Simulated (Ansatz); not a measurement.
**CH8B2InN: how energies converge with the basis set**

The task here is to estimate one member of a computed series from the others.

Program: Ansatz 0.2.0, Gaussian basis. Level of theory: one geometry, several basis sets. These are calculated values, not measurements.

The runs, in order: PBE0-D4/def2-SVP; ωB97M-V/def2-SVP; PBE0-D4/def2-QZVPP; ωB97M-V/def2-QZVPP; the functionals' def2-TZVPP values are taken from earlier runs.

## The relaxed structure

All runs share one geometry, relaxed beforehand with PBE0-D4 in a triple-zeta def2 set. In takes the def2 core potential; no spin-orbit term is included.

SMILES `CB[BH][InH][NH2]`, 13 atoms, charge 0, spin multiplicity 1.

Atoms are counted from 1 here; the program's logs count them from 0.

Bond lengths: C1–B2 1.569 Å, C1–H6 1.090 Å, C1–H7 1.098 Å, C1–H8 1.095 Å, B2–B3 1.601 Å, B2–H9 1.214 Å, B3–In4 2.269 Å, B3–H10 1.194 Å, In4–N5 2.019 Å, In4–H11 1.722 Å, N5–H12 1.007 Å, N5–H13 1.007 Å. Angles: B2–C1–H6 115.7°, B2–C1–H7 107.6°, B2–C1–H8 111.0°, H6–C1–H7 108.1°, H6–C1–H8 108.8°, H7–C1–H8 105.1°, C1–B2–B3 130.4°, C1–B2–H9 116.8°, B3–B2–H9 112.5°, B2–B3–In4 108.7°, B2–B3–H10 135.4°, In4–B3–H10 115.7°, B3–In4–N5 116.2°, B3–In4–H11 131.7°, N5–In4–H11 112.1°, In4–N5–H12 123.7°, In4–N5–H13 122.5°, H12–N5–H13 110.7°.

The first run:

File in.yaml:

```yaml
crystal:
  periodic: [false, false, false]
  atoms:
    - {symbol: C, position_ang: [-0.393811, 0.042159, 2.160762]}
    - {symbol: B, position_ang: [0.399256, -0.925581, 1.214798]}
    - {symbol: B, position_ang: [1.404120, -0.607652, 0.010293]}
    - {symbol: In, position_ang: [0.201136, -0.383433, -1.900099]}
    - {symbol: N, position_ang: [-0.722518, 1.391664, -2.168108]}
    - {symbol: H, position_ang: [-0.214878, 1.106799, 2.006949]}
    - {symbol: H, position_ang: [-0.117378, -0.204520, 3.193984]}
    - {symbol: H, position_ang: [-1.470998, -0.146036, 2.101258]}
    - {symbol: H, position_ang: [0.149628, -2.109362, 1.310259]}
    - {symbol: H, position_ang: [2.589984, -0.538343, -0.112361]}
    - {symbol: H, position_ang: [-0.133005, -1.486401, -3.180056]}
    - {symbol: H, position_ang: [-0.557732, 2.199558, -1.590484]}
    - {symbol: H, position_ang: [-1.133815, 1.661139, -3.047193]}
basis:
  gaussian: {orbitals: def2-SVP}
hamiltonian: {xc: pbe0, dispersion: d4}
output: {orbitals: {seedname: orbitals}}
```

Steps of the session up to this table: PBE0-D4 in def2-SVP; ωB97M-V in def2-SVP; PBE0-D4 in def2-QZVPP; ωB97M-V in def2-QZVPP.

One table of the session follows, with a row left open; its other results are not shown here.

It belongs to the step «Functionals by basis». 

| functional | basis | HOMO (eV) | LUMO (eV) |
| --- | --- | --- | --- |
| PBE0-D4 | def2-SVP | -6.64 | -1.85 |
| PBE0-D4 | def2-TZVPP | -6.79 | -1.97 |
| PBE0-D4 | def2-QZVPP | -6.83 | -2.00 |
| ωB97M-V | def2-SVP | ? | ? |
| ωB97M-V | def2-TZVPP | -8.97 | -0.13 |
| ωB97M-V | def2-QZVPP | -8.99 | -0.20 |

**Question.** Estimate the row for ωB97M-V, def2-SVP.

**Answer.** HOMO (eV): -8.84; LUMO (eV): 0.11. In the column «HOMO (eV)» it lies between ωB97M-V, def2-TZVPP (-8.97) and PBE0-D4, def2-QZVPP (-6.83).
